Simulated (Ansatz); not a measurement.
**FGeH6N3: up Jacob's ladder to CCSD(T)**

How much do the methods differ for FGeH6N3? The plan is to run it at one geometry with functionals of several rungs and with coupled cluster, and see how far each lands from CCSD(T) at the basis-set limit for the atomisation energy.

Program: Ansatz 0.2.0, Gaussian basis. Level of theory: functionals in def2-TZVPP, the program's frozen cores in correlated methods. These are calculated values, not measurements.

The runs, in order: LDA (SPW92), PBE-D4, revPBE-D4, BLYP-D4, r2SCAN-D4, B97M-V, PBE0-D4, B3LYP-D4, r2SCANh-D4, r2SCAN0-D4, HSE06-D4, BHLYP-D4, CAM-B3LYP-D4, LC-ωPBE, ωB97X-V, ωB97M-V, B2PLYP, PBE-QIDH; CCSD(T)/def2-SVP; CCSD(T)/def2-TZVPP; MP2/def2-QZVPP; extrapolation to the limit; RPA on PBE.

### Step 1. The geometry

An earlier PBE0-D4 in a triple-zeta def2 set relaxation fixed the geometry.

SMILES `[NH2][Ge]([NH2])([NH2])[F]`, 11 atoms, charge 0, spin multiplicity 1.

Atoms are counted from 1 here; the program's logs count them from 0.

Bond lengths: N1–Ge2 1.818 Å, N1–H6 1.010 Å, N1–H7 1.009 Å, Ge2–N3 1.802 Å, Ge2–N4 1.819 Å, Ge2–F5 1.743 Å, N3–H8 1.008 Å, N3–H9 1.008 Å, N4–H10 1.009 Å, N4–H11 1.010 Å. Angles: Ge2–N1–H6 115.0°, Ge2–N1–H7 115.7°, H6–N1–H7 110.0°, N1–Ge2–N3 106.1°, N1–Ge2–N4 124.9°, N1–Ge2–F5 101.8°, N3–Ge2–N4 106.1°, N3–Ge2–F5 117.0°, N4–Ge2–F5 101.7°, Ge2–N3–H8 116.0°, Ge2–N3–H9 116.0°, H8–N3–H9 111.0°, Ge2–N4–H10 115.7°, Ge2–N4–H11 114.8°, H10–N4–H11 109.9°.

### Step 2. LDA

This LDA is Slater exchange with PW92 correlation.

in.yaml

```yaml
crystal:
  periodic: [false, false, false]
  atoms:
    - {symbol: N, position_ang: [-1.517384, 0.843601, -0.220645]}
    - {symbol: Ge, position_ang: [0.161838, 0.243248, 0.135263]}
    - {symbol: N, position_ang: [-0.018450, -1.013569, 1.414162]}
    - {symbol: N, position_ang: [1.300856, -0.452337, -1.100188]}
    - {symbol: F, position_ang: [0.980713, 1.715343, 0.583451]}
    - {symbol: H, position_ang: [-1.559422, 1.701920, -0.750392]}
    - {symbol: H, position_ang: [-2.150766, 0.163753, -0.615093]}
    - {symbol: H, position_ang: [0.835302, -1.444824, 1.733747]}
    - {symbol: H, position_ang: [-0.615230, -0.772815, 2.190628]}
    - {symbol: H, position_ang: [0.963172, -1.260833, -1.601496]}
    - {symbol: H, position_ang: [1.684570, 0.219513, -1.748736]}
basis:
  gaussian: {orbitals: def2-TZVPP}
hamiltonian: {xc: lda}
output: {orbitals: {seedname: orbitals}}
```

Command:

```
> ansatz run in.yaml --threads 4 --pin off --events-out ev --progress --plain --max-ram 10444MiB
```

After this run come: PBE-D4 (GGA); revPBE-D4 (GGA); BLYP-D4 (GGA); r2SCAN-D4 (meta-GGA); B97M-V (meta-GGA); PBE0-D4 (hybrid); B3LYP-D4 (hybrid); r2SCANh-D4 (hybrid); r2SCAN0-D4 (hybrid); HSE06-D4 (hybrid); BHLYP-D4 (hybrid); CAM-B3LYP-D4 (range-separated); LC-ωPBE (range-separated); ωB97X-V (range-separated); ωB97M-V (range-separated); B2PLYP (double hybrid); PBE-QIDH (double hybrid); CCSD(T) in def2-SVP; CCSD(T) in def2-TZVPP; MP2 in def2-QZVPP; RPA on PBE orbitals.

**Question.** What will the summary of the whole plan be? Wanted: atomisation energy, CCSD(T)/CBS; farthest beyond LDA; mean size of error, GGA; mean size of error, meta-GGA; mean size of error, hybrid; mean size of error, range-separated; mean size of error, double hybrid; gap, smallest and largest; T1 diagnostic.

**Answer**, as computed:

```
                               quantity                                                               value
        atomisation energy, CCSD(T)/CBS                                                      907.6 kcal/mol
functionals within 9.1 kcal/mol (1.0 %)  BLYP-D4, B97M-V, B3LYP-D4, CAM-B3LYP-D4, LC-ωPBE, ωB97X-V, ωB97M-V
                    farthest beyond LDA                                           BHLYP-D4 (-39.7 kcal/mol)
                mean size of error, GGA                                                        9.6 kcal/mol
           mean size of error, meta-GGA                                                        8.6 kcal/mol
             mean size of error, hybrid                                                       19.3 kcal/mol
    mean size of error, range-separated                                                        3.9 kcal/mol
      mean size of error, double hybrid                                                       16.1 kcal/mol
              gap, smallest and largest                               5.04 eV (BLYP-D4), 12.56 eV (LC-ωPBE)
                          T1 diagnostic                                                              0.0107
triples share of the correlation energy                                                               3.5 %
```

**Reading.** LDA overbinds by 141.0 kcal/mol (16 %). PBE-D4 misses by +14.1 kcal/mol. Double hybrids carry the basis error of their MP2 part in triple zeta, and no dispersion term here, so their miss is partly the set-up's. The rungs range-separated, meta-GGA miss on average by less than the doubt on the reference (9.1 kcal/mol), so they tie. The reference freezes the cores and leaves out relativity and excitations past (T), and its outer-core shells are covered unevenly, so misses under about 9.1 kcal/mol can't be ranked. Hartree-Fock recovers 65 % of the binding; the rest is correlation. CCSD(T) in def2-SVP is off by -83.9 kcal/mol, which most functionals beat. The gap grows from 5.0 to 12.6 eV across the functionals, mostly with the share of exact exchange. Correlated methods include outer-core shells of Ge, which these sets cover unevenly.
